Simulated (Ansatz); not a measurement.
# C₂H₈AlBSi: a ladder of functionals and wavefunction methods

How much do the methods differ for C₂H₈AlBSi? The plan is to run it at one geometry with functionals of several rungs and with coupled cluster. The yardstick is the atomisation energy at the CCSD(T) limit.

The runs use Ansatz 0.2.0, Gaussian basis; functionals in def2-TZVPP, the program's frozen cores in correlated methods.

Plan: PBE-D4, r2SCAN-D4, PBE0-D4, B3LYP-D4, ωB97X-V, ωB97M-V, B2PLYP; CCSD(T)/def2-TZVPP; MP2/def2-QZVPP; extrapolation to the limit.

### 1 The relaxed structure

The geometry comes from an earlier relaxation with PBE0-D4 in a triple-zeta def2 set; it is a stationary point, not always the lowest conformer.

13 atoms, charge 0, spin multiplicity 1.

Atoms are counted from 1 here; the program's logs count them from 0.

Bond lengths: Si1–C2 1.828 Å, Si1–Al5 2.574 Å, Si1–H6 1.481 Å, Si1–H7 1.570 Å, Si1–H8 1.485 Å, C2–B3 1.540 Å, C2–Al5 2.047 Å, C2–H9 1.086 Å, B3–C4 1.556 Å, B3–H10 1.201 Å, C4–Al5 1.984 Å, C4–H11 1.096 Å, C4–H12 1.085 Å, Al5–H7 1.959 Å, Al5–H13 1.574 Å. Angles: C2–Si1–Al5 52.1°, C2–Si1–H6 115.5°, C2–Si1–H7 101.5°, C2–Si1–H8 120.7°, Al5–Si1–H6 119.1°, Al5–Si1–H7 49.5°, Al5–Si1–H8 125.3°, H6–Si1–H7 103.4°, H6–Si1–H8 111.4°, H7–Si1–H8 100.8°, Si1–C2–B3 121.0°, Si1–C2–Al5 83.1°, Si1–C2–H9 114.9°, B3–C2–Al5 74.7°, B3–C2–H9 120.5°, Al5–C2–H9 132.5°, C2–B3–C4 114.2° and more.

### 2 PBE-D4 (GGA)

Input file in.yaml:

```yaml
crystal:
  periodic: [false, false, false]
  atoms:
    - {symbol: Si, position_ang: [-1.624845, 0.184812, 0.517625]}
    - {symbol: C, position_ang: [0.090931, 0.173316, 1.148209]}
    - {symbol: B, position_ang: [1.156019, -0.753137, 0.532279]}
    - {symbol: C, position_ang: [1.057446, -0.900716, -1.013547]}
    - {symbol: Al, position_ang: [0.507700, 0.977402, -0.686997]}
    - {symbol: H, position_ang: [-2.522738, 1.190628, 1.130176]}
    - {symbol: H, position_ang: [-1.418226, 0.723862, -0.942645]}
    - {symbol: H, position_ang: [-2.340666, -1.087419, 0.245211]}
    - {symbol: H, position_ang: [0.208646, 0.551940, 2.159114]}
    - {symbol: H, position_ang: [2.173701, -0.982276, 1.128154]}
    - {symbol: H, position_ang: [0.140194, -1.325900, -1.435556]}
    - {symbol: H, position_ang: [1.920915, -1.245590, -1.573479]}
    - {symbol: H, position_ang: [0.671325, 2.458179, -1.193742]}
basis:
  gaussian: {orbitals: def2-TZVPP}
hamiltonian: {xc: pbe, dispersion: d4}
output: {forces: true, orbitals: {seedname: orbitals}}
```

Started as:

```
$ ansatz run in.yaml --threads 4 --pin off --events-out ev --progress --plain --max-ram 10444MiB
```

After this run come: r2SCAN-D4 (meta-GGA); PBE0-D4 (hybrid); B3LYP-D4 (hybrid); ωB97X-V (range-separated); ωB97M-V (range-separated); B2PLYP (double hybrid); CCSD(T) in def2-TZVPP; MP2 in def2-QZVPP.

Q: Predict the results of all the runs planned. Wanted: atomisation energy, CCSD(T)/CBS; farthest; mean size of error, hybrid; mean size of error, range-separated; gap, smallest and largest; T1 diagnostic; triples share of the correlation energy.

**Answer**, as computed:

```
                               quantity                                 value
        atomisation energy, CCSD(T)/CBS                       1086.3 kcal/mol
functionals within 5.4 kcal/mol (0.5 %)                              B3LYP-D4
                               farthest               PBE-D4 (+12.7 kcal/mol)
             mean size of error, hybrid                          3.3 kcal/mol
    mean size of error, range-separated                          6.9 kcal/mol
              gap, smallest and largest  4.22 eV (PBE-D4), 10.34 eV (ωB97X-V)
                          T1 diagnostic                                0.0132
triples share of the correlation energy                                 4.2 %
```

What this shows: PBE-D4 is off by +12.7 kcal/mol. Double hybrids carry the basis error of their MP2 part in triple zeta, and no dispersion term here, so their miss is partly the set-up's. The reference freezes the cores and leaves out relativity and excitations past (T), so misses under about 5.4 kcal/mol can't be ranked. Hartree-Fock recovers 76 % of the binding; the rest is correlation. The gap grows from 4.2 to 10.3 eV across the functionals, mostly with the share of exact exchange.
